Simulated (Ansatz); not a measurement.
**C2H5AlClN: a ladder of functionals and wavefunction methods**

One table from this session's results is given with a row withheld; the runs are named, their logs left out.

Method: functionals in def2-TZVPP, the program's frozen cores in correlated methods; program: Ansatz 0.2.0, Gaussian basis.

The runs, in order: PBE-D4, r2SCAN-D4, PBE0-D4, B3LYP-D4, ωB97X-V, ωB97M-V, B2PLYP; CCSD(T)/def2-TZVPP; MP2/def2-QZVPP; extrapolation to the limit.

### Structure used throughout

All runs share one geometry, relaxed beforehand with PBE0-D4 in a triple-zeta def2 set.

10 atoms, charge 0, spin multiplicity 1.

Atoms are counted from 1 here; the program's logs count them from 0.

Bond lengths: C1–C2 1.474 Å, C1–H6 1.096 Å, C1–H7 1.093 Å, C1–H8 1.094 Å, C2–N3 1.292 Å, C2–Al4 1.950 Å, N3–Al4 1.903 Å, N3–H9 1.022 Å, Al4–Cl5 2.116 Å, Al4–H10 1.572 Å. Angles: C2–C1–H6 113.0°, C2–C1–H7 109.5°, C2–C1–H8 109.0°, H6–C1–H7 109.5°, H6–C1–H8 109.4°, H7–C1–H8 106.0°, C1–C2–N3 125.2°, C1–C2–Al4 166.2°, N3–C2–Al4 68.5°, C2–N3–Al4 72.4°, C2–N3–H9 122.4°, Al4–N3–H9 165.1°, C2–Al4–N3 39.1°, C2–Al4–Cl5 117.3°, C2–Al4–H10 123.1°, N3–Al4–Cl5 115.4°, N3–Al4–H10 118.6°, Cl5–Al4–H10 118.3°.

The first run:

in.yaml

```yaml
crystal:
  periodic: [false, false, false]
  atoms:
    - {symbol: C, position_ang: [-0.610969, -0.834145, 1.244495]}
    - {symbol: C, position_ang: [-0.130392, -0.112385, 0.052298]}
    - {symbol: N, position_ang: [1.081266, -0.137631, -0.394117]}
    - {symbol: Al, position_ang: [0.082409, 1.042252, -1.504608]}
    - {symbol: Cl, position_ang: [0.391585, 3.104333, -1.146633]}
    - {symbol: H, position_ang: [0.169050, -1.436427, 1.724057]}
    - {symbol: H, position_ang: [-1.451548, -1.476609, 0.968769]}
    - {symbol: H, position_ang: [-1.006264, -0.111464, 1.964042]}
    - {symbol: H, position_ang: [1.821537, -0.673511, 0.062671]}
    - {symbol: H, position_ang: [-0.263373, 0.584187, -2.967976]}
basis:
  gaussian: {orbitals: def2-TZVPP}
hamiltonian: {xc: pbe, dispersion: d4}
output: {forces: true, orbitals: {seedname: orbitals}}
```

Run with:

```bash
ansatz run in.yaml --threads 4 --pin off --events-out ev --progress --plain --max-ram 10444MiB
```

Steps of the session up to this table: PBE-D4 (GGA); r2SCAN-D4 (meta-GGA); PBE0-D4 (hybrid); B3LYP-D4 (hybrid); ωB97X-V (range-separated); ωB97M-V (range-separated); B2PLYP (double hybrid); CCSD(T) in def2-TZVPP; MP2 in def2-QZVPP.

One of the session's tables, all rows but one given; the rest of the session is left out.

It belongs to the step «Atomisation energies». 

```
            method  atomisation energy (kJ/mol)
            PBE-D4                            ?
         r2SCAN-D4                       3715.5
           PBE0-D4                       3715.2
          B3LYP-D4                       3697.8
           ωB97X-V                       3718.6
           ωB97M-V                       3721.2
            B2PLYP                       3660.2
     HF/def2-TZVPP                       2686.5
    MP2/def2-TZVPP                       3662.5
   CCSD/def2-TZVPP                       3534.9
CCSD(T)/def2-TZVPP                       3595.2
           MP2/CBS                       3767.5
       CCSD(T)/CBS                       3700.2
```

Q: Estimate the row for PBE-D4 from the others.

The run gave: atomisation energy (kJ/mol): 3780.3. In the column «atomisation energy (kJ/mol)» it is the highest.

Caveats from the session: Free atoms (2 C, 1 N, 1 Al, 1 Cl, 5 H) were run apart at each level; the atomisation energy is their sum less the molecule, without zero-point or spin-orbit terms.
